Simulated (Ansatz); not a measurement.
Ca3Lu:

```xyz
4
Lattice="5.3618 0.0000 0.0000 0.0000 5.3618 0.0000 0.0000 0.0000 5.3618" Properties=species:S:1:pos:R:3 pbc="T T T"
Lu    2.6809    2.6809    2.6809
Ca    0.0000    0.0000    2.6809
Ca    0.0000    2.6809    0.0000
Ca    2.6809    0.0000    0.0000
```

The cell comes from a database or a generator and needn't be the stable form of this composition.

| Quantity | Value |
| --- | --- |
| Program | Ansatz 0.2.0 |
| Task | single point |
| Functional | PBE |
| Potentials or basis | Ansatz PAW |
| Cutoff | 420 eV (not typed: the program's choice for these potentials) |
| k mesh | 5 × 5 × 5 |
| Occupations | fermi-dirac, width 0.05 eV |
| Spin | no spin polarisation |

On this cell: pressure 0.0 GPa; largest force zero by symmetry; band gap on the k mesh none (metal or under the smearing width).

The same run follows on a disturbed copy (atoms moved at random, drawn with an rms of 0.05 Å):

```
Lu Ca
1.0
     5.36177    0.00000    0.00000
     0.00000    5.36177    0.00000
     0.00000    0.00000    5.36177
Lu Ca
1 3
Cartesian
  2.6104 2.6885 2.6788
  0.0417 0.0086 2.6307
  -0.0088 2.6869 -0.0219
  2.7236 0.0556 0.0095
```

Q: What changes?

A: The energy (extrapolated to zero smearing) moves by +5.0 meV/atom; pressure 0.0 GPa; largest force 0.244 eV/Å; band gap on the k mesh none (metal or under the smearing width).

Forces on the atoms (eV/Å):
```
Lu   0.236  0.057 -0.023
Ca  -0.139  0.003  0.126
Ca   0.002  0.068 -0.008
Ca  -0.099 -0.128 -0.095
```
